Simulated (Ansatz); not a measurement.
# AlBrClH3O2: the cost of one run

All numbers below are computed with Ansatz 0.2.0 (RKS r2SCAN-D4/def2-SVP).

## Step 1: The starting structure

Bond lengths: Al1–O2 2.130 Å, O2–H3 1.010 Å, Al1–Cl4 2.230 Å, Al1–O5 1.780 Å, O5–H6 1.010 Å, Al1–Br7 2.710 Å, Br7–H8 1.753 Å. Angles: Al1–O2–H3 109.5°, O2–Al1–Cl4 120.0°, O2–Al1–O5 120.0°, O2–Al1–Br7 71.6°, Cl4–Al1–O5 120.0°, Cl4–Al1–Br7 88.5°, O5–Al1–Br7 110.0°, Al1–O5–H6 109.5°, Al1–Br7–H8 59.6°.

Structure file:

```xyz
8

Al    0.0000    0.0000    0.0000
O     0.0000    0.0000    2.1300
H    -0.9095   -0.2814    2.4671
Cl    1.9312    0.0000   -1.1150
O    -1.5415    0.0000   -0.8900
H    -2.0512   -0.8467   -0.6815
Br    0.5780    2.5060    0.8545
H     0.2815    1.2207    2.0086
```

## Step 2: Pulling towards end A

Springs on the bonds that form and break draw the guess towards this end; the thresholds are loose.

File input.yaml:

```yaml
crystal:
  periodic: [false, false, false]
  atoms:
    - { symbol: Al, position_ang: [0.0, 0.0, 0.0] }
    - { symbol: O, position_ang: [0.0, 0.0, 2.13] }
    - { symbol: H, position_ang: [-0.9095, -0.2814, 2.4671] }
    - { symbol: Cl, position_ang: [1.9312, 0.0, -1.115] }
    - { symbol: O, position_ang: [-1.5415, 0.0, -0.89] }
    - { symbol: H, position_ang: [-2.0512, -0.8467, -0.6815] }
    - { symbol: Br, position_ang: [0.578, 2.506, 0.8545] }
    - { symbol: H, position_ang: [0.2815, 1.2207, 2.0086] }
basis:
  gaussian: { orbitals: def2-SVP }
hamiltonian:
  xc: r2scan
  dispersion: d4
relax:
  f_tol: 0.15
  max_steps: 25
  restrain:
    - { distance: [0, 6], at: 3.61, k: 30.0 }
    - { distance: [7, 1], at: 2.21, k: 30.0 }
    - { distance: [0, 1], at: 1.78, k: 30.0 }
    - { distance: [7, 6], at: 1.55, k: 30.0 }
output:
  orbitals: {}
```

On the command line:

```console
$ ansatz run input.yaml --threads 4 --pin off --max-ram 5120MiB --backend cpu --events-out ev --progress --plain --runs-dir out
```

Q: Estimate wall time and peak memory on 4 threads of Intel Xeon Platinum 8488C (Sapphire Rapids), shared host.

About 13 s, with a peak of 0.21 GiB.
